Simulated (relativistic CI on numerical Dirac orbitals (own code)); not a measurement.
**Hf³⁺: 4f photoemission multiplets**

Aim: the 4f photoemission spectrum of Hf³⁺ in 3 surroundings, from the same atomic integrals.

Method: Dirac-Coulomb-Breit CI, KLI orbitals optimised for each configuration, model QED (radiative potential, 1s self-energy scaled to tabulated hydrogen-like ionisation energies), valence Slater integrals scaled by 0.7, multiplet model of photoemission in the sudden approximation in a parametric crystal field. Code: relativistic CI on numerical Dirac orbitals (own code) version 1.

### 1 What is computed

```
ion            : Hf³⁺ (Hf IV)
nuclear charge : 72
electrons      : 69
configurations : [Xe] 4f14 5d → [Xe] 4f13 5d
temperature    : 80 K
widths         : Lorentz 0.17 eV, Gauss 0.5 eV
surrounding 1  : D4h, 10Dq = 38200, Ds = 1200, Dt = -260 cm⁻¹
surrounding 2  : D4h, 10Dq = 38200, Ds = 2100, Dt = -260 cm⁻¹
surrounding 3  : D4h, 10Dq = 38200, Ds = 3000, Dt = -260 cm⁻¹
```

### 2 Surrounding 1: D4h, 10Dq = 38200, Ds = 1200, Dt = -260

The run's settings:

```ini
atom Hf  Z=72  charge=3  electrons=69
nucleus A=180  rms_radius_fm=5.3470
hamiltonian dirac-coulomb  breit=on  qed=on  c_scale=1
orbitals kli  potential=per-configuration
slater_scale 0.7
correlation none
mixing on
configurations
  [Xe] 4f14 5d
  [Xe] 4f13 5d
end
photoemission 4f T=80 lorentz=0.17 gauss=0.5
crystal_field D4h 10Dq=38200 Ds=1200 Dt=-260
```

From the run's result record (rounded, not every field):

```text
status: converged
curve, one point in 2 above 2 % of the maximum [energy, intensity] [eV; 1/eV]:
  - [48.7, 0.01174]
  - [48.9, 0.01829]
  - [49.1, 0.03657]
  - [49.3, 0.08995]
  - [49.5, 0.1985]
  - [49.7, 0.3463]
  - [49.9, 0.5009]
  - [50.1, 0.5544]
  - [50.3, 0.4449]
  - [50.5, 0.2871]
  - [50.7, 0.1676]
  - [50.9, 0.1142]
  - [51.1, 0.1243]
  - [51.3, 0.1993]
  - [51.5, 0.3225]
  - [51.7, 0.3937]
  - [51.9, 0.3661]
  - [52.1, 0.29]
  - [52.3, 0.1867]
  - [52.5, 0.09591]
  - [52.7, 0.04872]
  - [52.9, 0.02652]
  - [53.1, 0.01445]
sticks, the strongest [energy, strength] [eV, share]:
  - [49.62, 0.0429]
  - [49.7, 0.04641]
  - [49.97, 0.0327]
  - [49.98, 0.03274]
  - [50, 0.06407]
  - [50.04, 0.03052]
  - [50.06, 0.0651]
  - [50.1, 0.0401]
  - [50.32, 0.03367]
  - [51.56, 0.05348]
  - [51.61, 0.03074]
  - [51.7, 0.04879]
  - [51.87, 0.03071]
  - [52.06, 0.02964]
centroid [eV]: 50.8301
spread [eV]: 0.951636
peak [eV]: 50.1
ground_S: 0.5
radial 4f13 5d [Ha, bohr]: {"<r^-3>(4f)": 16.281, "<r^1>(4f)": 0.64435, "<r^2>(4f)": 0.52182, "<r^4>(4f)": 0.64131, "<r^6>(4f)": 1.6, "zeta(4f)": 0.017435, "<r^-3>(5d)": 8.687, "<r^1>(5d)": 1.7481, "<r^2>(5d)": 3.491, "<r^4>(5d)": 19.379, "F2(4f,5d)": 0.16065, "F4(4f,5d)": 0.076986, "G1(4f,5d)": 0.064895, "G3(4f,5d)": 0.055974, "G5(4f,5d)": 0.043488, "zeta(5d)": 0.010371}
```

It took 0.26 s on 1 thread, shared host.

### 3 Surrounding 2: D4h, 10Dq = 38200, Ds = 2100, Dt = -260

Settings: those of step 2 with these lines changed.

```diff
@@ -12,2 +12,2 @@
 photoemission 4f T=80 lorentz=0.17 gauss=0.5
-crystal_field D4h 10Dq=38200 Ds=1200 Dt=-260
+crystal_field D4h 10Dq=38200 Ds=2100 Dt=-260
```

From the record:

```text
status: converged
curve, one point in 2 above 2 % of the maximum [energy, intensity] [eV; 1/eV]:
  - [48.7, 0.01164]
  - [48.9, 0.01792]
  - [49.1, 0.03503]
  - [49.3, 0.086]
  - [49.5, 0.1956]
  - [49.7, 0.351]
  - [49.9, 0.51]
  - [50.1, 0.5631]
  - [50.3, 0.4478]
  - [50.5, 0.2825]
  - [50.7, 0.1583]
  - [50.9, 0.1029]
  - [51.1, 0.1238]
  - [51.3, 0.2107]
  - [51.5, 0.3277]
  - [51.7, 0.3925]
  - [51.9, 0.3663]
  - [52.1, 0.2921]
  - [52.3, 0.1875]
  - [52.5, 0.08994]
  - [52.7, 0.04056]
  - [52.9, 0.02512]
  - [53.1, 0.01774]
sticks, the strongest [energy, strength] [eV, share]:
  - [49.64, 0.04476]
  - [49.73, 0.04935]
  - [49.98, 0.06641]
  - [50, 0.06512]
  - [50.08, 0.069]
  - [50.1, 0.04045]
  - [51.58, 0.05028]
  - [51.74, 0.07462]
centroid [eV]: 50.8299
spread [eV]: 0.951715
peak [eV]: 50.1
ground_S: 0.5
```

Run time: 0.26 s. Hardware: 1 thread, shared host.

### 4 Surrounding 3: D4h, 10Dq = 38200, Ds = 3000, Dt = -260

Settings: those of step 3 with these lines changed.

```diff
@@ -12,2 +12,2 @@
 photoemission 4f T=80 lorentz=0.17 gauss=0.5
-crystal_field D4h 10Dq=38200 Ds=2100 Dt=-260
+crystal_field D4h 10Dq=38200 Ds=3000 Dt=-260
```

From the record:

```text
status: converged
curve, one point in 2 above 2 % of the maximum [energy, intensity] [eV; 1/eV]:
  - [48.7, 0.01157]
  - [48.9, 0.01769]
  - [49.1, 0.0341]
  - [49.3, 0.08343]
  - [49.5, 0.1933]
  - [49.7, 0.354]
  - [49.9, 0.5163]
  - [50.1, 0.5677]
  - [50.3, 0.4505]
  - [50.5, 0.2834]
  - [50.7, 0.1557]
  - [50.9, 0.09366]
  - [51.1, 0.1137]
  - [51.3, 0.2142]
  - [51.5, 0.3415]
  - [51.7, 0.3942]
  - [51.9, 0.3577]
  - [52.1, 0.2887]
  - [52.3, 0.1922]
  - [52.5, 0.09389]
  - [52.7, 0.03844]
  - [52.9, 0.01968]
  - [53.1, 0.01509]
  - [53.3, 0.0129]
sticks, the strongest [energy, strength] [eV, share]:
  - [49.65, 0.0458]
  - [49.75, 0.05066]
  - [49.98, 0.06681]
  - [50, 0.06563]
  - [50.08, 0.06835]
  - [50.11, 0.04343]
  - [51.56, 0.03729]
  - [51.58, 0.05214]
centroid [eV]: 50.8297
spread [eV]: 0.951797
peak [eV]: 50.1
ground_S: 0.5
```

Run time: 0.26 s. Hardware: 1 thread, shared host.

### 5 Comparison

| surrounding | ground S | centroid (eV) | spread (eV) | up to four highest peaks (% of the highest), eV |
| --- | --- | --- | --- | --- |
| 1: D4h | 0.50 | 50.83 | 0.95 | 50.1 (100), 51.7 (71) |
| 2: D4h | 0.50 | 50.83 | 0.95 | 50.1 (100), 51.7 (70) |
| 3: D4h | 0.50 | 50.83 | 0.95 | 50.1 (100), 51.7 (69) |

### 6 What came out

| quantity | value |
| --- | --- |
| highest peak, first run | 50.1 eV |
| ground spin (effective S from ⟨S²⟩) | 0.50 |

What this shows: The highest peak stays in place, within the step of the energy grid, in all surroundings. Energies are those of the free ion without screening by ligands; binding energies in solids differ by tens of eV.
